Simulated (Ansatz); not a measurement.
# BF2H6NO2: the cost of one run

Program: Ansatz 0.2.0. Level of theory: UKS B3LYP/6-31G. These are calculated values, not measurements.

**1. The system as given**

Bond lengths: B1–N2 1.800 Å, B1–F3 1.334 Å, B1–F4 1.328 Å, B1–O6 1.745 Å, N2–H9 1.010 Å, N2–H10 1.009 Å, O6–H11 0.957 Å, O8–H12 0.959 Å. Angles: B1–N2–H9 108.8°, B1–N2–H10 108.9°, H9–N2–H10 110.6°, N2–B1–F3 109.8°, N2–B1–F4 110.6°, N2–B1–O6 102.1°, F3–B1–F4 117.4°, F3–B1–O6 106.8°, F4–B1–O6 109.0°, B1–O6–H11 104.3°.

Structure file:

```xyz
12

B    -1.0245   -0.7294    0.0488
N     0.5595   -0.8114   -0.8024
F    -1.9692   -0.3055   -0.7929
F    -1.2575   -1.8562    0.7111
H     0.2044    1.2086    0.6621
O    -0.7556    0.5580    1.1959
H     1.0708    0.4061   -0.5752
O     1.2335    1.5406   -0.0123
H     1.1152   -1.5431   -0.3841
H     0.3957   -1.0037   -1.7791
H    -1.5453    1.0963    1.1376
H     1.9729    1.4396    0.5903
```

**2. Run 1**

150 steps of 0.5 fs at constant energy, with velocities drawn for 300 K.

The input, input.yaml:

```yaml
crystal:
  periodic: [false, false, false]
  atoms:
    - { symbol: B, position_ang: [-1.0245, -0.7294, 0.0488] }
    - { symbol: "N", position_ang: [0.5595, -0.8114, -0.8024] }
    - { symbol: F, position_ang: [-1.9692, -0.3055, -0.7929] }
    - { symbol: F, position_ang: [-1.2575, -1.8562, 0.7111] }
    - { symbol: H, position_ang: [0.2044, 1.2086, 0.6621] }
    - { symbol: O, position_ang: [-0.7556, 0.558, 1.1959] }
    - { symbol: H, position_ang: [1.0708, 0.4061, -0.5752] }
    - { symbol: O, position_ang: [1.2335, 1.5406, -0.0123] }
    - { symbol: H, position_ang: [1.1152, -1.5431, -0.3841] }
    - { symbol: H, position_ang: [0.3957, -1.0037, -1.7791] }
    - { symbol: H, position_ang: [-1.5453, 1.0963, 1.1376] }
    - { symbol: H, position_ang: [1.9729, 1.4396, 0.5903] }
magnetization:
  spin_polarized: true
basis:
  gaussian: { orbitals: "6-31G" }
hamiltonian:
  xc: b3lyp
md:
  timestep: 0.5
  n_steps: 150
  ensemble: nve
  temperature: 300.0
  initial_velocities: maxwell_boltzmann
  seed: 38833
```

Command:

```console
ansatz run input.yaml --threads 1 --pin off --max-ram 2048MiB --backend cpu --events-out ev --progress --plain --runs-dir out
```

**Question.** How long does this run take on 1 thread of Intel Xeon 6975P-C (Granite Rapids), shared host, and how much memory does it need?

About 8.4 min, with a peak of 0.22 GiB.
